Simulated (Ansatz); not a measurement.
2 structures of Ir, a ranking of polymorphs by energy

Computed with Ansatz 0.2.0 through its Python package.

Notebook, run cell by cell (the value of a cell's last expression is shown):

**Cell 1**
```python
import warnings

import ansatz
import numpy as np
import spglib

PHASES = {
    "Fm-3m": (
        [(0.0, 1.9156, 1.9156), (1.9156, 0.0, 1.9156), (1.9156, 1.9156, 0.0)],
        [
            ("Ir", (0.0, 0.0, 0.0)),
        ],
    ),
    "P6_3/mmc": (
        [(2.751378, 0.0, 0.0), (-1.375689, 2.382763, 0.0), (0.0, 0.0, 4.46229)],
        [
            ("Ir", (2 / 3, 1 / 3, 0.75)),
            ("Ir", (1 / 3, 2 / 3, 0.25)),
        ],
    ),
}
```

**Cell 2**
```python
def build(vectors, sites):
    crystal = ansatz.Crystal(lattice=ansatz.Lattice.of(vectors))
    for symbol, position in sites:
        crystal = crystal.atom(symbol, position)
    return crystal
```

**Cell 3**
```python
def run_phase(name, crystal):
    calc = crystal.calculation()
    calc = calc.basis(510).functional("lda")
    calc = calc.kpoints(spacing=0.14)
    calc = calc.occupations("cold", width=0.05).stress()
    calc = calc.band_table()
    calc = calc.relax(force_tolerance=0.02, fix_cell=["shape"])
    return calc.run(threads=1, pin="off")


def space_group(outcome):
    sites = outcome.report["lattice"]["sites"]
    kinds = sorted({site["symbol"] for site in sites})
    cell = (outcome.lattice.cell_ang, [site["position_frac"] for site in sites], [kinds.index(site["symbol"]) for site in sites])
    return spglib.get_spacegroup(cell, symprec=0.01)
```

**Cell 4**
```python
def volume_per_atom(outcome):
    return abs(np.linalg.det(outcome.lattice.cell_ang)) / len(outcome.lattice.sites)


def pressure_gpa(outcome):
    return float(np.trace(outcome.report["stress_gpa"]) / 3)
```

**Cell 5**
```python
warnings.simplefilter("ignore")
```

**Cell 6**
```python
phases = {name: build(*cell) for name, cell in PHASES.items()}
```

**Cell 7**
```python
done = {name: run_phase(name, crystal) for name, crystal in phases.items()}
```

**Cell 8**
```python
energy = {name: o.report["energy_sigma0_ev"] / len(o.lattice.sites) for name, o in done.items()}
lowest = min(energy.values())
rows = [(name, len(o.lattice.sites), 1000 * (energy[name] - lowest), space_group(o), volume_per_atom(o), pressure_gpa(o)) for name, o in done.items()]
rows.sort(key=lambda row: row[2])
print("| phase | atoms | dE (meV/atom) | space group | V (A^3/atom) | P (GPa) |")
print("| --- | --- | --- | --- | --- | --- |")
for row in rows:
    print(f"| {row[0]} | {row[1]:d} | {row[2]:.1f} | {row[3]} | {row[4]:.3f} | {row[5]:.2f} |")
```
Output:
```text
| phase | atoms | dE (meV/atom) | space group | V (A^3/atom) | P (GPa) |
| --- | --- | --- | --- | --- | --- |
| Fm-3m | 1 | 0.0 | Fm-3m (225) | 13.836 | 0.01 |
| P6_3/mmc | 2 | 81.8 | P6_3/mmc (194) | 13.900 | 0.00 |
```

By space group at the end of each run: Fm-3m (+0 meV an atom, 13.8 Å³) and P6_3/mmc (+82 meV an atom, 13.9 Å³).

Caveats:
- The run is spin-unpolarised.
- Atoms and volume are relaxed with the cell's shape held, which in cells of lower than cubic symmetry can hide stresses and shift volumes.
- Of the deposited cell: the entry's cell lengths or inner coordinates differ somewhat from later room-temperature determinations.
- Pressure is positive in compression.
- Spin-orbit coupling, which matters for elements this heavy, is left out.
- The cells come from databases of deposited and of computed structures, and not all need be stable phases.
- The ranking holds among these structures alone, at zero temperature; the ground state may be another structure. Differences under 10 to 15 meV an atom lie within the error of mesh and functional.
- The whole script took 85 s on 1 thread of Arm Neoverse V1, with other jobs on the host, peak memory 0.51 GiB.
